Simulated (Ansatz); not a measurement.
# WSe2: the cost of one run

Method: DFT PBEsol, scalar-relativistic, plane waves, PAW, and further levels as typed in the inputs, in Ansatz 0.2.0.

## 1. The system as given

It takes space group P-6m2 (No. 187, hexagonal). The conventional cell has a = 3.249 Å, b = 3.249 Å, c = 21.350 Å, α = 90.00°, β = 90.00°, γ = 120.00°. Se (site symmetry 3m) has 3 W at 2.51 Å as nearest neighbours. W (site symmetry -6m2) is surrounded by 6 Se at 2.51 Å.

Coordinates:

```cif
data_structure
_symmetry_space_group_name_H-M 'P-6m2'
_symmetry_Int_Tables_number 187
_cell_length_a 3.2492
_cell_length_b 3.2492
_cell_length_c 21.3500
_cell_angle_alpha 90.000
_cell_angle_beta 90.000
_cell_angle_gamma 120.000
_cell_volume 195.20
loop_
_atom_site_label
_atom_site_type_symbol
_atom_site_symmetry_multiplicity
_atom_site_Wyckoff_symbol
_atom_site_fract_x
_atom_site_fract_y
_atom_site_fract_z
_atom_site_occupancy
Se1 Se 2 h 0.33333 0.66667 0.42155 1
W1 W 1 b 0.00000 0.00000 0.50000 1
```

## 2. Relaxing the atoms: WSe2 sheet, no spin

The input, input.yaml:

```yaml
crystal:
  lattice:
    - [3.24918, 0.0, 0.0]
    - [-1.62459, 2.8138724215, 0.0]
    - [0.0, 0.0, 21.35]
  atoms:
    - { symbol: Se, position: [0.6666666667, 0.3333333333, 0.4215456674] }
    - { symbol: W, position: [0.3333333333, 0.6666666667, 0.5] }
    - { symbol: Se, position: [0.6666666667, 0.3333333333, 0.5784543326] }
  periodic: [true, true, false]
scf:
  occupations: { method: gaussian, width: 0.02 }
  n_extra_bands: 6
output:
  forces: true
  stress: false
  write_density: true
  write_potential: true
  elf: true
  volumetric_format: npy
kpoints:
  mp_grid: { grid: [12, 12, 1] }
hamiltonian:
  xc: pbesol
relax:
  f_tol: 0.003
  max_steps: 100
```

The run is started by

```console
ansatz run input.yaml --threads 4 --pin off --max-ram 14336MiB --backend cpu --events-out ev --progress --plain --runs-dir out
```

**Question.** How long does this run take on 4 threads of Intel Xeon Platinum 8488C (Sapphire Rapids), shared host, and how much memory does it need?

About 7.3 s, with a peak of 0.68 GiB.
